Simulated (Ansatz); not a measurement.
# CdTeO4: the cost of one run

Method: DFT PBE, scalar-relativistic, plane waves, PAW, in Ansatz 0.2.0.

## (1) The structure to begin with

Symmetry: P4/mmm, No. 123, tetragonal system. The conventional cell has a = 3.657 Å, b = 3.657 Å, c = 6.427 Å, α = 90.00°, β = 90.00°, γ = 90.00°. Cd (site symmetry 4/mmm) has 6 O at 1.76 to 1.83 Å in its first shell of neighbours. Te (site symmetry 4/mmm) has 8 O at 2.97 Å in its first shell of neighbours. Around O (site symmetry mmm) lie 2 Cd at 1.83 Å. O (site symmetry 4mm) is surrounded by 1 Cd at 1.76 Å.

As a file:

```
Cd Te O
1.0
     3.65664    0.00000    0.00000
     0.00000    3.65664    0.00000
     0.00000    0.00000    6.42677
Cd Te O
1 1 4
Direct
  0.00000 0.00000 0.00000
  0.50000 0.50000 0.50000
  0.50000 0.00000 0.00000
  0.00000 0.50000 0.00000
  0.00000 0.00000 0.27370
  0.00000 0.00000 0.72630
```

The cell is invented: species swapped into a database cell of AlTlF4 (P4/mmm, No. 123), with Cd on the Al sites, Te on the Tl sites and O on the F sites. The dimensions are guesses.

## (2) A first look at the guess

File input.yaml:

```yaml
crystal:
  lattice:
    - [3.65663502, 0.0, 0.0]
    - [0.0, 3.65663502, 0.0]
    - [0.0, 0.0, 6.42676769]
  atoms:
    - { symbol: Cd, position: [0.0, 0.0, 0.0] }
    - { symbol: Te, position: [0.5, 0.5, 0.5] }
    - { symbol: O, position: [0.5, 0.0, 0.0] }
    - { symbol: O, position: [0.0, 0.5, 0.0] }
    - { symbol: O, position: [0.0, 0.0, 0.2737] }
    - { symbol: O, position: [0.0, 0.0, 0.7263] }
basis:
  ecutwfc: 420
kpoints:
  mp_grid: { grid: [6, 6, 4] }
hamiltonian:
  xc: pbe
scf:
  occupations: { method: gaussian, width: 0.1 }
  lower_state_search: "off"
output:
  forces: true
  stress: true
  eigenvalues: true
```

The run is started by

```sh
$ ansatz run input.yaml --threads 1 --pin off --max-ram 2560MiB --backend cpu --events-out ev --progress --plain --runs-dir out
```

**Question.** How long does this run take on 1 thread of Intel Xeon at 2.50GHz (Skylake/Cascade Lake), shared host, and how much memory does it need?

About 9.3 s, with a peak of 0.41 GiB.
